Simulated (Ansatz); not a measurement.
# CH₆OSSi: basis-set convergence

How large a basis does CH₆OSSi need? Two functionals are run in growing sets.

The runs use Ansatz 0.2.0, Gaussian basis; one geometry, several basis sets.

Plan: PBE0-D4/def2-SVP; ωB97M-V/def2-SVP; PBE0-D4/def2-QZVPP; ωB97M-V/def2-QZVPP; the functionals' def2-TZVPP values are taken from earlier runs.

**1. The relaxed structure**

All runs share one geometry, relaxed beforehand with PBE0-D4 in a triple-zeta def2 set.

SMILES `C[SiH](O)S`, 10 atoms, charge 0, spin multiplicity 1.

Atoms are counted from 1 here; the program's logs count them from 0.

Bond lengths: C1–Si2 1.852 Å, C1–H5 1.092 Å, C1–H6 1.093 Å, C1–H7 1.092 Å, Si2–O3 1.646 Å, Si2–S4 2.141 Å, Si2–H8 1.487 Å, O3–H9 0.959 Å, S4–H10 1.344 Å. Angles: Si2–C1–H5 110.6°, Si2–C1–H6 110.2°, Si2–C1–H7 110.7°, H5–C1–H6 108.7°, H5–C1–H7 108.5°, H6–C1–H7 108.1°, C1–Si2–O3 105.8°, C1–Si2–S4 113.0°, C1–Si2–H8 112.4°, O3–Si2–S4 112.0°, O3–Si2–H8 111.7°, S4–Si2–H8 102.1°, Si2–O3–H9 116.8°, Si2–S4–H10 94.6°.

**2. PBE0-D4 in def2-SVP**

Contents of in.yaml:

```yaml
crystal:
  periodic: [false, false, false]
  atoms:
    - {symbol: C, position_ang: [-0.953409, 0.912915, -0.368439]}
    - {symbol: Si, position_ang: [-0.031711, -0.579071, 0.226523]}
    - {symbol: O, position_ang: [0.661082, -0.139145, 1.653423]}
    - {symbol: S, position_ang: [1.417168, -1.286259, -1.182570]}
    - {symbol: H, position_ang: [-1.481660, 0.692266, -1.297872]}
    - {symbol: H, position_ang: [-1.681638, 1.230231, 0.382151]}
    - {symbol: H, position_ang: [-0.267473, 1.743848, -0.548651]}
    - {symbol: H, position_ang: [-0.914792, -1.764534, 0.386845]}
    - {symbol: H, position_ang: [1.285072, -0.756357, 2.039201]}
    - {symbol: H, position_ang: [2.050562, -0.104994, -1.287811]}
basis:
  gaussian: {orbitals: def2-SVP}
hamiltonian: {xc: pbe0, dispersion: d4}
output: {orbitals: {seedname: orbitals}}
```

On the command line:

```console
ansatz run in.yaml --threads 2 --pin off --events-out ev --progress --plain --max-ram 4352MiB
```

The runs that follow: ωB97M-V in def2-SVP; PBE0-D4 in def2-QZVPP; ωB97M-V in def2-QZVPP.

Before running them: what should the planned runs give, taken together? Wanted: PBE0-D4: double and triple zeta above quadruple; ωB97M-V: double and triple zeta above quadruple.

**Answer**, as computed:

| quantity | value |
| --- | --- |
| PBE0-D4: double and triple zeta above quadruple | 11.39, 0.80 eV |
| ωB97M-V: double and triple zeta above quadruple | 11.49, 0.76 eV |

In words: PBE0-D4 gains 10.59 eV from double to triple zeta, then 0.80 eV more. Total energies overstate the basis error of differences, where much of it tends to cancel. The LUMO of ωB97M-V is positive and keeps falling with the basis (3.01 to 1.53 eV): an unbound level that the basis holds in place.
